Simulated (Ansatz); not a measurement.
# CH5FSSn: the cost of one run

Program: Ansatz 0.2.0, driven from Python. Level of theory: CAM-B3LYP/def2-SVP. These are calculated values, not measurements.

## (1) Starting point

Bond lengths: C1–Sn2 2.094 Å, Sn2–F3 1.914 Å, Sn2–S4 2.356 Å, C1–H5 1.150 Å, C1–H6 1.168 Å, C1–H7 1.102 Å, Sn2–H8 1.741 Å, S4–H9 1.420 Å. Angles: C1–Sn2–F3 108.5°, C1–Sn2–S4 111.2°, C1–Sn2–H8 108.7°, F3–Sn2–S4 108.1°, F3–Sn2–H8 108.8°, S4–Sn2–H8 111.5°, Sn2–C1–H5 111.1°, Sn2–C1–H6 110.8°, Sn2–C1–H7 113.2°, H5–C1–H6 104.8°, H5–C1–H7 109.1°, H6–C1–H7 107.5°, Sn2–S4–H9 95.7°.

No structure file is read: the coordinates are typed or built in the script.

## (2) The script

Input file freq_ch5fssn.py:

```python
"""Harmonic frequencies of CH5FSSn at its relaxed geometry."""

import ansatz as az
import numpy as np

GEOMETRY = """
C    -0.06250    0.60570   -1.17450
Sn    0.44330   -0.71850    0.36680
F     2.05040   -0.09660    1.19970
S    -1.24660   -0.80450    2.00630
H    -1.04310    0.29080   -1.68720
H    -0.27720    1.67270   -0.75130
H     0.72700    0.70520   -1.93730
H     0.74210   -2.28910   -0.32360
H    -1.24490    0.58800    2.28400
"""


def main() -> None:
    system = az.Crystal.molecule()
    for line in GEOMETRY.strip().splitlines():
        symbol, *xyz = line.split()
        system = system.atom(symbol, [float(v) for v in xyz])

    job = system.calculation().basis(gaussian="def2-SVP").functional("cam_b3lyp")
    symbols = [site.symbol for site in system.cartesian_sites]
    start = np.array([site.position_ang for site in system.cartesian_sites], dtype=float)
    r = job.relax(force_tolerance=0.003, max_steps=100).run(threads=1, pin="off").report
    end = np.array(r["positions_ang"])

    print("final positions (A) and the move of each atom")
    for symbol, xyz, old in zip(symbols, end, start):
        print(f"{symbol:2s} {xyz[0]:10.5f} {xyz[1]:10.5f} {xyz[2]:10.5f}   {np.linalg.norm(xyz - old):7.4f}")

    # same settings at the minimum
    minimum = az.Crystal.molecule()
    for symbol, xyz in zip(symbols, end):
        minimum = minimum.atom(symbol, xyz.tolist())
    vibrating = minimum.calculation()
    vibrating = vibrating.basis(gaussian="def2-SVP")
    vibrating = vibrating.functional("cam_b3lyp")
    vibrating = vibrating.phonons(temperatures=(100, 500, 100))
    vib = vibrating.run(threads=1, pin="off").report["vibrations"]
    sums = vib["harmonic_sums"]
    modes = [m["omega_inv_cm"] for m in sums["modes_at_gamma"] if m["rigid_motion"] == "no"]
    print("frequencies (1/cm):", " ".join(f"{w:.0f}" for w in modes))
    print("imaginary modes:", sum(w < 0 for w in modes), " zero-point energy:", round(sums["zero_point_energy_ev"], 4), "eV")
    print("T (K)   F_vib (eV)   S_vib (meV/K)   C_vib (meV/K)")
    for row in zip(sums["temperatures_k"], sums["vibrational_free_energy_ev"], vib["entropy_ev_per_k"], vib["heat_capacity_ev_per_k"]):
        print(f"{row[0]:6.1f} {row[1]:11.4f} {1000 * row[2]:13.4f} {1000 * row[3]:15.4f}")


if __name__ == "__main__":
    main()
```

## (3) The input behind the calls

The engine receives this input (first run):

```yaml
crystal:
  periodic: [false, false, false]
  atoms:
    - { symbol: C, position_ang: [-0.0625, 0.6057, -1.1745] }
    - { symbol: Sn, position_ang: [0.4433, -0.7185, 0.3668] }
    - { symbol: F, position_ang: [2.0504, -0.0966, 1.1997] }
    - { symbol: S, position_ang: [-1.2466, -0.8045, 2.0063] }
    - { symbol: H, position_ang: [-1.0431, 0.2908, -1.6872] }
    - { symbol: H, position_ang: [-0.2772, 1.6727, -0.7513] }
    - { symbol: H, position_ang: [0.727, 0.7052, -1.9373] }
    - { symbol: H, position_ang: [0.7421, -2.2891, -0.3236] }
    - { symbol: H, position_ang: [-1.2449, 0.588, 2.284] }
basis:
  gaussian:
    orbitals: def2-SVP
hamiltonian:
  xc: cam_b3lyp
relax:
  f_tol: 0.003
  max_steps: 100
```

## (4) Launch

Command:

```console
> python freq_ch5fssn.py
```

**Question.** How long does this script take on 1 thread of Arm Neoverse V1, shared host, and how much memory does it need?

About 5 min, with a peak of 0.34 GiB.
